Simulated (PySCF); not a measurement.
# C7H8: the cost of one run

The runs use PySCF 2.14.0, with density-fitted response routines of our own; the level of theory stands in each step. All values are computed, except where a source is named. Atoms are numbered from 0 throughout.

## (1) The molecule as given

15 atoms, charge 0, multiplicity 1; geometry from: GFN2-xTB.

Bonds of the start (Å): C0–C1 1.50, C1–C2 1.39, C2–C3 1.38, C3–C4 1.38, C4–C5 1.38, C5–C6 1.38, C6–C1 1.39, C0–H7 1.09, C0–H8 1.09, C0–H9 1.09, C2–H10 1.08, C3–H11 1.08, C4–H12 1.08, C5–H13 1.08, C6–H14 1.08.

## (2) Relaxing the molecule at PBE0-D3(BJ)/def2-SVP

What the job is given:

```
{"job": {"xc": "PBE0", "basis": "def2-SVP", "d3": "d3bj", "grid": 1, "kind": "geom"}, "charge": 0, "multiplicity": 1}
C     -2.436750    -0.109060     0.001440
C     -0.939360    -0.041840     0.007500
C     -0.177610    -1.189760     0.182430
C      1.204460    -1.129930     0.177420
C      1.846330     0.083020    -0.003710
C      1.097470     1.233100    -0.184290
C     -0.284430     1.169410    -0.178690
H     -2.868520     0.821770     0.359510
H     -2.789350    -0.926900     0.627180
H     -2.799620    -0.266460    -1.015020
H     -0.673590    -2.139290     0.327020
H      1.782390    -2.031990     0.318550
H      2.925190     0.132660    -0.001500
H      1.591530     2.183500    -0.326720
H     -0.864220     2.071130    -0.317470
```

Q: Estimate the wall time of this first job on 8 threads of AMD EPYC 7R43 (Zen 3), shared host.

About 25 s.
